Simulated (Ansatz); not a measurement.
# GaAs: the cost of one run

Method: DFT LDA, scalar-relativistic, plane waves, PAW, and further levels as typed in the inputs, in Ansatz 0.2.0.

## Step 1: Starting point

The structure is cubic, space group F-43m (No. 216). The conventional cell has a = 5.653 Å, b = 5.653 Å, c = 5.653 Å, α = 90.00°, β = 90.00°, γ = 90.00°. Ga (site symmetry -43m) is surrounded by 4 As at 2.45 Å. As (site symmetry -43m) is surrounded by 4 Ga at 2.45 Å.

Coordinates:

```xyz
6
Lattice="3.9975 0.0000 0.0000 -1.9987 3.4619 0.0000 0.0000 0.0000 9.7918" Properties=species:S:1:pos:R:3 pbc="T T T"
Ga    0.0000    0.0000    0.0000
As    0.0000    0.0000    2.4480
Ga    0.0000    2.3080    3.2639
As    0.0000    2.3080    5.7119
Ga    1.9987    1.1540    6.5279
As    1.9987    1.1540    8.9758
```

## Step 2: Relaxing the atoms: GaAs, no spin

The input, input.yaml:

```yaml
crystal:
  lattice:
    - [3.9974867661, 0.0, 0.0]
    - [-1.998743383, 3.4619250907, 0.0]
    - [0.0, 0.0, 9.7918028304]
  atoms:
    - { symbol: Ga, position: [0.0, 0.0, 0.0] }
    - { symbol: As, position: [0.0, 0.0, 0.25] }
    - { symbol: Ga, position: [0.33333333, 0.66666667, 0.33333333] }
    - { symbol: As, position: [0.33333333, 0.66666667, 0.58333333] }
    - { symbol: Ga, position: [0.66666667, 0.33333333, 0.66666667] }
    - { symbol: As, position: [0.66666667, 0.33333333, 0.91666667] }
scf:
  occupations: { method: fixed }
output:
  forces: true
  stress: true
hamiltonian:
  xc: lda
kpoints:
  mp_grid: { grid: [8, 8, 4] }
relax:
  f_tol: 0.002
```

Launch:

```sh
> ansatz run input.yaml --threads 8 --pin off --max-ram 24576MiB --backend cpu --events-out ev --progress --plain --runs-dir out
```

Q: Estimate wall time and peak memory on 8 threads of Arm Neoverse N1, shared host.

About 7.5 s, with a peak of 0.63 GiB.
